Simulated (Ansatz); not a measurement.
# Co (Fd-3m): relaxation of cell and ions

What cell does Co (Fd-3m) relax to? Wanted for Co (Fd-3m): a relaxation of cell and ions.

All numbers are computed with Ansatz 0.2.0, driven from Python. Level of theory: DFT r2SCAN, plane waves, PAW.

## Step 1: Starting point

Symmetry: Fd-3m, No. 227, cubic system. The conventional cell has a = 6.435 Å, b = 6.435 Å, c = 6.435 Å, α = 90.00°, β = 90.00°, γ = 90.00°. Co (site symmetry -43m) has 16 Co at 2.67 to 2.79 Å as nearest neighbours. Co (site symmetry -3m) has 6 Co at 2.28 Å as nearest neighbours.

No structure file is read: the coordinates are typed or built in the script.

## Step 2: The code

The input, co.py:

```python
'''Variable-cell relaxation of Co.'''

import ansatz
from ase import Atoms
from ase.data import atomic_numbers
from ase.io import write
from ase.neighborlist import neighbor_list
import matplotlib.pyplot as plt
import numpy as np
import spglib

def edges_and_angles(cell):
    cell = np.asarray(cell)
    a, b, c = np.linalg.norm(cell, axis=1)
    cosines = cell[1] @ cell[2] / (b * c), cell[0] @ cell[2] / (a * c), cell[0] @ cell[1] / (a * b)
    return (a, b, c, *np.degrees(np.arccos(cosines)))

atoms = Atoms(
    ['Co', 'Co', 'Co', 'Co', 'Co', 'Co'],
    scaled_positions=[
        [0.25, 0.25, 0.25],
        [0.0, 0.0, 0.0],
        [0.625, 0.625, 0.125],
        [0.625, 0.125, 0.625],
        [0.125, 0.625, 0.625],
        [0.625, 0.625, 0.625],
    ],
    cell=[
        [0.0, 3.217372, 3.217372],
        [3.217372, 0.0, 3.217372],
        [3.217372, 3.217372, 0.0],
    ],
    pbc=True,
)
atoms.set_initial_magnetic_moments([2.5, 2.5, 2.5, 2.5, 2.5, 2.5])
xtal = ansatz.Crystal.from_ase(atoms)

# every cell quantity that the symmetry leaves free
job = (
    xtal.calculation()
    .functional('r2SCAN')
    .basis(500)
    .kpoints(length=20)
    .occupations('fermi_dirac', width=0.1)  # smearing steadies the SCF of a metal
    .spin(ansatz.SpinTreatment.COLLINEAR)
    .relax(force_tolerance=0.01, cell=True)
    .density_of_states(method='smearing', broadening_width=0.15, nscf_kmesh_spacing=0.24)
    .band_table()  # levels at the mesh points
)
steps = []


def collect(event):
    if event['event'] == 'relax_step':
        steps.append(event['data'])


out = job.session().plan().execute(on_event=collect)
r = out.report
print('step   energy (eV)     max comp. (eV/A)   P (GPa)  SCF')
for s in steps:
    print(f'{s["step"]:4d} {s["lagrangian_ev"]:15.5f} {s["allowed_force_max_ev_ang"]:12.4f} {s["pressure_gpa"]:10.3f} {s["n_scf"]:5d}')

first, last = steps[0], steps[-1]
symbols = [site.symbol for site in out.lattice.sites]
print(f'energy gained {first["lagrangian_ev"] - last["lagrangian_ev"]:.4f} eV in {len(steps) - 1} steps')
for label, vectors in (('before', first['cell_ang']), ('after', out.lattice.cell_ang)):
    print(label, 'a b c (A) {:.4f} {:.4f} {:.4f}  angles {:.2f} {:.2f} {:.2f}'.format(*edges_and_angles(vectors)), f' V = {abs(np.linalg.det(vectors)):.3f} A^3')
print('final stress xx yy zz (GPa, compression positive):', np.round(np.diag(r['stress_gpa']), 3) + 0.0)

change = np.array(last['positions_ang']) @ np.linalg.inv(last['cell_ang']) - np.array(first['positions_ang']) @ np.linalg.inv(first['cell_ang'])
moved = np.linalg.norm(change @ np.array(last['cell_ang']), axis=1)
print('displacement within the cell, strain taken out (A):', ' '.join(f'{s}:{d:.3f}' for s, d in zip(symbols, moved)))

fractions = [site.position_frac for site in out.lattice.sites]
numbers = [atomic_numbers[s] for s in symbols]
for tolerance in (1e-3, 1e-2, 1e-1):
    print(f'space group at {tolerance} A:', spglib.get_spacegroup((out.lattice.cell_ang, fractions, numbers), symprec=tolerance))

final = Atoms(symbols, positions=last['positions_ang'], cell=out.lattice.cell_ang, pbc=True)
i, j, d = neighbor_list('ijd', final, 4.5)
print('neighbours within 1.2 times the shortest distance of each atom (A)')
for atom in range(len(final)):
    near = [m for m in np.argsort(d) if i[m] == atom]
    shell = [m for m in near if d[m] < 1.2 * d[near[0]]]
    print(f'{symbols[atom]}{atom} ({len(shell)}):', ', '.join(f'{symbols[j[m]]} {d[m]:.3f}' for m in shell))

relaxed = Atoms(symbols, positions=[site.position_ang for site in out.lattice.sites], cell=out.lattice.cell_ang, pbc=True)
write('relaxed.extxyz', relaxed, format='extxyz')

n_atoms = len(r['lattice']['sites'])
print('F =', round(r['free_energy_ev'], 4), 'eV for', n_atoms, 'atoms')
print('E(sigma -> 0) =', round(r['energy_sigma0_ev'], 4), 'eV, TS =', round(r['entropy_ts_ev'], 5), 'eV')
print('closed by', r['closed_by'], 'after', r['n_iterations'], 'iterations')

dos = out.density_of_states()
energy = np.asarray(dos.energies_ev) - dos.fermi_ev
top = min(levels[-1] for levels in r['eigenvalues_ev']) - dos.fermi_ev  # the computed bands end here
fig, ax = plt.subplots(figsize=(5, 3.2))
for spin, channel in enumerate(dos.channels):
    ax.plot(energy, (-1) ** spin * np.asarray(channel.g_bin_mean_per_ev), lw=1)
ax.axvline(0, color='k', ls=':')
ax.set(xlim=(-8, min(8, top)), xlabel='E - E_F (eV)', ylabel='states/eV', title='Co')
fig.tight_layout()
fig.savefig('dos.png', dpi=100)
print('states below E_F:', round(float(np.interp(0.0, energy, dos.spin_summed_integrated)), 3))

table = np.array(r['eigenvalues_ev']) - r['fermi_energy_ev']
filling = np.array(r['occupations'])
weights = np.tile(r['kweights'], len(table) // len(r['kweights']))
print('band   lowest  highest (eV from E_F)  electrons')
for band in range(table.shape[1]):
    if table[:, band].max() > -10:
        print(f'{band + 1:4d} {table[:, band].min():8.3f} {table[:, band].max():8.3f} {weights @ filling[:, band]:18.4f}')
print('electrons counted from the table:', round(float(weights @ filling.sum(axis=1)), 5))
```

## Step 3: The run

Command:

```console
$ python co.py
```

Standard output:

```text
step   energy (eV)     max comp. (eV/A)   P (GPa)  SCF
   1    -30788.34840       0.0000      3.878    20
   2    -30788.35922       0.0000      1.590    11
   3    -30788.36114       0.0000      0.050    11
   4    -30788.36113       0.0000      0.001     9
   5    -30788.36254       0.0000      0.021    14
energy gained 0.0141 eV in 4 steps
before a b c (A) 4.5501 4.5501 4.5501  angles 60.00 60.00 60.00  V = 66.609 A^3
after a b c (A) 4.5767 4.5767 4.5767  angles 60.00 60.00 60.00  V = 67.787 A^3
final stress xx yy zz (GPa, compression positive): [0.021 0.021 0.021]
displacement within the cell, strain taken out (A): Co:0.000 Co:0.000 Co:0.000 Co:0.000 Co:0.000 Co:0.000
space group at 0.001 A: Fd-3m (227)
space group at 0.01 A: Fd-3m (227)
space group at 0.1 A: Fd-3m (227)
neighbours within 1.2 times the shortest distance of each atom (A)
Co0 (16): Co 2.683, Co 2.683, Co 2.683, Co 2.683, Co 2.683, Co 2.683, Co 2.683, Co 2.683, Co 2.683, Co 2.683, Co 2.683, Co 2.683, Co 2.803, Co 2.803, Co 2.803, Co 2.803
Co1 (16): Co 2.683, Co 2.683, Co 2.683, Co 2.683, Co 2.683, Co 2.683, Co 2.683, Co 2.683, Co 2.683, Co 2.683, Co 2.683, Co 2.683, Co 2.803, Co 2.803, Co 2.803, Co 2.803
Co2 (12): Co 2.288, Co 2.288, Co 2.288, Co 2.288, Co 2.288, Co 2.288, Co 2.683, Co 2.683, Co 2.683, Co 2.683, Co 2.683, Co 2.683
Co3 (12): Co 2.288, Co 2.288, Co 2.288, Co 2.288, Co 2.288, Co 2.288, Co 2.683, Co 2.683, Co 2.683, Co 2.683, Co 2.683, Co 2.683
Co4 (12): Co 2.288, Co 2.288, Co 2.288, Co 2.288, Co 2.288, Co 2.288, Co 2.683, Co 2.683, Co 2.683, Co 2.683, Co 2.683, Co 2.683
Co5 (12): Co 2.288, Co 2.288, Co 2.288, Co 2.288, Co 2.288, Co 2.288, Co 2.683, Co 2.683, Co 2.683, Co 2.683, Co 2.683, Co 2.683
F = -30788.3625 eV for 6 atoms
E(sigma -> 0) = -30788.2886 eV, TS = 0.14787 eV
closed by deck_thresholds after 14 iterations
states below E_F: 101.964
band   lowest  highest (eV from E_F)  electrons
  25  -10.170   -6.425             2.0000
  26   -7.139   -5.229             2.0000
  27   -6.107   -4.294             2.0000
  28   -5.962   -4.117             2.0000
  29   -5.962   -3.647             2.0000
  30   -5.602   -3.261             2.0000
  31   -5.314   -2.761             2.0000
  32   -5.314   -2.741             2.0000
  33   -4.898   -2.565             2.0000
  34   -4.898   -2.531             2.0000
  35   -4.622   -2.088             2.0000
  36   -4.417   -2.088             2.0000
  37   -4.396   -1.733             2.0000
  38   -4.275   -1.733             2.0000
  39   -4.190   -1.733             2.0000
  40   -3.996   -0.666             1.9999
  41   -3.766   -0.649             1.9997
  42   -3.494   -0.649             1.9995
  43   -3.331   -0.416             1.9971
  44   -3.255   -0.401             1.9895
  45   -3.147    0.456             1.8443
  46   -2.911    0.456             1.3265
  47   -2.876    0.456             1.1125
  48   -2.835    0.596             1.0228
  49   -2.623    0.974             1.0088
  50   -2.622    0.974             1.0020
  51   -2.532    1.051             1.0010
  52   -2.371    1.190             1.0003
  53   -2.334    1.211             1.0001
  54   -2.250    1.549             1.0001
  55   -2.187    1.549             1.0000
  56   -1.864    1.839             0.9338
  57   -1.129    3.351             0.5705
  58   -0.655    3.541             0.1918
  59    1.299    4.492             0.0000
  60    1.627    7.185             0.0000
  61    4.913   10.553             0.0000
  62    5.706   11.024             0.0000
  63    6.793   11.923             0.0000
  64    7.137   11.923             0.0000
  65    7.137   13.049             0.0000
  66    8.145   14.190             0.0000
  67    9.843   14.823             0.0000
  68    9.843   15.115             0.0000
  69    9.843   15.466             0.0000
  70   13.257   19.241             0.0000
  71   14.127   19.241             0.0000
electrons counted from the table: 102.0
```

Wall time 1.7 min (1 thread of AMD EPYC 7B13 (Zen 3), shared host); peak memory 0.79 GiB.

It wrote relaxed.extxyz:

```xyz
6
Lattice="-1.4290926257985052e-34 3.2362235921911666 3.2362235921911666 3.2362235921911666 2.2968981751510354e-34 3.2362235921911666 3.2362235921911666 3.2362235921911666 2.3884556404198073e-34" Properties=species:S:1:pos:R:3 pbc="T T T"
Co       1.61811180       1.61811180       1.61811180
Co      -0.00000000      -0.00000000       0.00000000
Co       2.42716769       2.42716769       4.04527949
Co       2.42716769       4.04527949       2.42716769
Co       4.04527949       2.42716769       2.42716769
Co       4.04527949       4.04527949       4.04527949
```

## Step 4: Size and end state of the run

The report of the run holds:

```csv
item,value
SCF cycles in all,65
k-points solved,10
plane waves,1759
bands,71
valence electrons,102
free energy (eV),-30788.36254
Fermi level (eV),18.204
pressure (GPa; positive when compressed),0.02
```

## Step 5: Path of the relaxation

Step by step:

```csv
step,E - E(step 1) (eV/cell),largest force component (eV/Å),pressure (GPa),volume (Å³)
1,0.0000,0.0000,3.88,66.61
2,-0.0108,0.0000,1.59,67.29
3,-0.0127,0.0000,0.05,67.77
4,-0.0127,0.0000,0.00,67.79
5,-0.0141,0.0000,0.02,67.79
```

Step 1 is the start. Step 5 repeats the geometry before it on a plane-wave basis chosen anew for that cell, so its energy need not be comparable with the rows above.

Lengths and angles in the start's conventional setting:

|  | before | after | change |
| --- | --- | --- | --- |
| a (Å) | 6.435 | 6.472 | +0.6 % |
| b (Å) | 6.435 | 6.472 | +0.6 % |
| c (Å) | 6.435 | 6.472 | +0.6 % |
| volume (Å³/atom) | 11.10 | 11.30 | +1.8 % |
| shortest distance (Å) | 2.275 | 2.288 | +0.6 % |
| space group (0.01 Å) | Fd-3m | Fd-3m | same |

The run keeps the 48 symmetry operations of the start, so it could not have lowered the symmetry.

## Step 6: Results

```
                                         quantity                                                                      value
                                      free energy                                        -30788.3625 eV (-5131.3938 eV/atom)
                           moment, net / absolute                                                  11.39 / 13.11 μB per cell
                          moves of the relaxation                                                                          3
energy gained (ahead of the last change of basis)                                                               2.1 meV/atom
                     last largest force component                                                                0.0000 eV/Å
                        relaxed conventional cell  a = 6.472 Å, b = 6.472 Å, c = 6.472 Å, α = 90.00°, β = 90.00°, γ = 90.00°
                           space group at the end                                                                      Fd-3m
```

The volume grew by 1.8 % over 3 moves, and the space group stayed Fd-3m. Caveats:
- Other magnetic orders than the one started from may lie lower.
- Forces vanish by symmetry, so the ions can't move, and the end may be a saddle.
- The count of states below the Fermi level is interpolated on the energy grid.
- For a metal this k-point mesh is coarse: on a finer one energies can move by several to tens of meV an atom and pressures by half a GPa or more, differences at one mesh by less.
- Energies along a relaxation are free energies. Rows at an unchanged volume are solved on a plane-wave basis chosen afresh for that cell, so the energy jumps there and such rows are no steps of the walk.
- Edges and angles that the script prints are those of the cell as typed, here a primitive one.
- r2SCAN tends to overestimate the moments of itinerant magnets.
- This isn't the structure that Co takes at ambient conditions.
- The density of states is complete only as far up as bands were computed.
